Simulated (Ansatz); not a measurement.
# CH3AgF3P: the cost of one run

The runs use Ansatz 0.2.0, Gaussian basis; the settings change from run to run.

## 1. The geometry

The structure was relaxed beforehand with PBE0-D4 in a triple-zeta def2 set. Ag takes a core potential in def2 sets; no spin-orbit term is included.

SMILES `[CH3][Ag-][P+](F)(F)F`, 9 atoms, charge 0, spin multiplicity 1.

Atoms are counted from 1 here; the program's logs count them from 0.

Bond lengths: C1–Ag2 2.085 Å, C1–H7 1.092 Å, C1–H8 1.092 Å, C1–H9 1.092 Å, Ag2–P3 2.328 Å, P3–F4 1.552 Å, P3–F5 1.552 Å, P3–F6 1.552 Å. Angles: Ag2–C1–H7 110.4°, Ag2–C1–H8 110.4°, Ag2–C1–H9 110.4°, H7–C1–H8 108.5°, H7–C1–H9 108.5°, H8–C1–H9 108.5°, C1–Ag2–P3 180.0°, Ag2–P3–F4 118.4°, Ag2–P3–F5 118.4°, Ag2–P3–F6 118.4°, F4–P3–F5 99.2°, F4–P3–F6 99.2°, F5–P3–F6 99.2°.

## 2. PBE0/def2-TZVP

Options: unrestricted orbitals, atoms shaken by 0.03 Å, finite nuclei, a point charge of 2.00 e beside it, D4 dispersion, the search for lower states set to full.

in.yaml

```yaml
crystal:
  periodic: [false, false, false]
  atoms:
    - {symbol: C, position_ang: [-0.280640, -1.829919, 1.344152]}
    - {symbol: Ag, position_ang: [-0.051533, -0.158539, 0.137941]}
    - {symbol: P, position_ang: [0.261952, 1.630203, -1.216789]}
    - {symbol: F, position_ang: [-0.614614, 1.822576, -2.550886]}
    - {symbol: F, position_ang: [1.662588, 1.968185, -1.799916]}
    - {symbol: F, position_ang: [0.005676, 3.069740, -0.614568]}
    - {symbol: H, position_ang: [0.634359, -2.142034, 1.862461]}
    - {symbol: H, position_ang: [-0.595209, -2.733814, 0.699229]}
    - {symbol: H, position_ang: [-0.978794, -1.692103, 2.107559]}
basis:
  gaussian: {orbitals: def2-TZVP, nuclear_model: gaussian, point_charges: [{charge: 2.00, position_ang: [6.459, -0.329, 0.553]}]}
magnetization: {spin_polarized: true, initial_magnetization: 0}
hamiltonian: {xc: {name: PBE0}, dispersion: d4}
scf: {lower_state_search: full}
```

The run is started by

```bash
$ ansatz run in.yaml --threads 4 --pin off --events-out ev --progress --plain --max-ram 11315MiB
```

What time and memory should one allow on 4 threads of Arm Neoverse V1, shared host?

About 18 s, with a peak of 1.1 GiB.
